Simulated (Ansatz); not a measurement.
# Ti4N5: the cost of one run

Method: DFT PBEsol, scalar-relativistic, plane waves, PAW, in Ansatz 0.2.0.

4 further runs of the same task are left out: 4 set aside as unsound or not needed.

## Step 1: Starting point

The structure is trigonal, space group P3m1 (No. 156). Conventional cell: a = 2.973 Å, b = 2.973 Å, c = 25.495 Å, α = 90.00°, β = 90.00°, γ = 120.00°. Around N (site symmetry 3m) lie 3 Ti at 2.10 Å. Ti (site symmetry 3m) is surrounded by 6 N at 2.10 Å. Around N (site symmetry 3m) lie 6 Ti at 2.10 Å. Around N (site symmetry 3m) lie 6 Ti at 2.10 to 2.11 Å. Around Ti (site symmetry 3m) lie 6 N at 2.11 to 2.12 Å. N (site symmetry 3m) has 6 Ti at 2.02 to 2.12 Å in its first shell of neighbours. Around Ti (site symmetry 3m) lie 3 N at 2.02 Å.

As a file:

```cif
data_structure
_symmetry_space_group_name_H-M 'P3m1'
_symmetry_Int_Tables_number 156
_cell_length_a 2.9726
_cell_length_b 2.9726
_cell_length_c 25.4950
_cell_angle_alpha 90.000
_cell_angle_beta 90.000
_cell_angle_gamma 120.000
_cell_volume 195.10
loop_
_atom_site_label
_atom_site_type_symbol
_atom_site_symmetry_multiplicity
_atom_site_Wyckoff_symbol
_atom_site_fract_x
_atom_site_fract_y
_atom_site_fract_z
_atom_site_occupancy
N1 N 1 b 0.33333 0.66667 0.33340 1
Ti1 Ti 1 c 0.66667 0.33333 0.38100 1
N2 N 1 a 0.00000 0.00000 0.42860 1
Ti2 Ti 1 b 0.33333 0.66667 0.47620 1
N3 N 1 c 0.66667 0.33333 0.52349 1
Ti3 Ti 1 a 0.00000 0.00000 0.57179 1
N4 N 1 b 0.33333 0.66667 0.62049 1
Ti4 Ti 1 c 0.66667 0.33333 0.66202 1
```

Planes are indexed in the bulk's conventional cell (Fm-3m (No. 225)), a = 4.204 Å, b = 4.204 Å, c = 4.204 Å, α = 90.00°, β = 90.00°, γ = 90.00°.

This (111) slab, 8.5 Å thick as cut, with 17 Å of vacuum; its outer planes are Ti (top) and N (bottom), was relaxed beforehand with its lower half held: -11419.8773 eV, work function 4.65 eV (top face), 8.02 eV (bottom face), dipole along +c 0.142 e·Å per cell.

## Step 2: N put at a top (Ti) site

input.yaml

```yaml
crystal:
  lattice:
    - [2.9726300472, 0.0, 0.0]
    - [-1.4863150236, 2.5743731369, 0.0]
    - [0.0, 0.0, 27.4949979446]
  atoms:
    - { symbol: "N", position: [0.3333333333, 0.6666666667, 0.3091471408] }
    - { symbol: Ti, position: [0.6666666667, 0.3333333333, 0.3532850285] }
    - { symbol: "N", position: [0.0, 0.0, 0.3974229164] }
    - { symbol: Ti, position: [0.3333333333, 0.6666666667, 0.4415608042] }
    - { symbol: "N", position: [0.6666666667, 0.3333333333, 0.4854147359] }
    - { symbol: Ti, position: [0.0, 0.0, 0.5302006077] }
    - { symbol: "N", position: [0.3333333333, 0.6666666667, 0.5753533913] }
    - { symbol: Ti, position: [0.6666666667, 0.3333333333, 0.6138598945] }
    - { symbol: "N", position: [0.6666666667, 0.3333333333, 0.6982388788] }
basis:
  ecutwfc: 420
kpoints:
  mp_grid: { grid: [12, 12, 1] }
hamiltonian:
  xc: pbesol
scf:
  occupations: { method: gaussian, width: 0.1 }
output:
  forces: true
  eigenvalues: true
  write_density: true
  write_potential: true
  elf: true
  volumetric_format: npy
relax:
  adjacent_minimum: "off"
  f_tol: 0.03
  max_steps: 70
  constraints: [{ sites: [0, 1, 2, 3] }]
efield:
  axis: 3
  dipole_correction: true
  ramp_width: 0.04
```

Started as:

```sh
ansatz run input.yaml --threads 2 --pin off --max-ram 5120MiB --backend cpu --events-out ev --progress --plain --runs-dir out
```

Q: Estimate wall time and peak memory on 2 threads of Intel Xeon 6975P-C (Granite Rapids), shared host.

About 35 s, with a peak of 0.55 GiB.
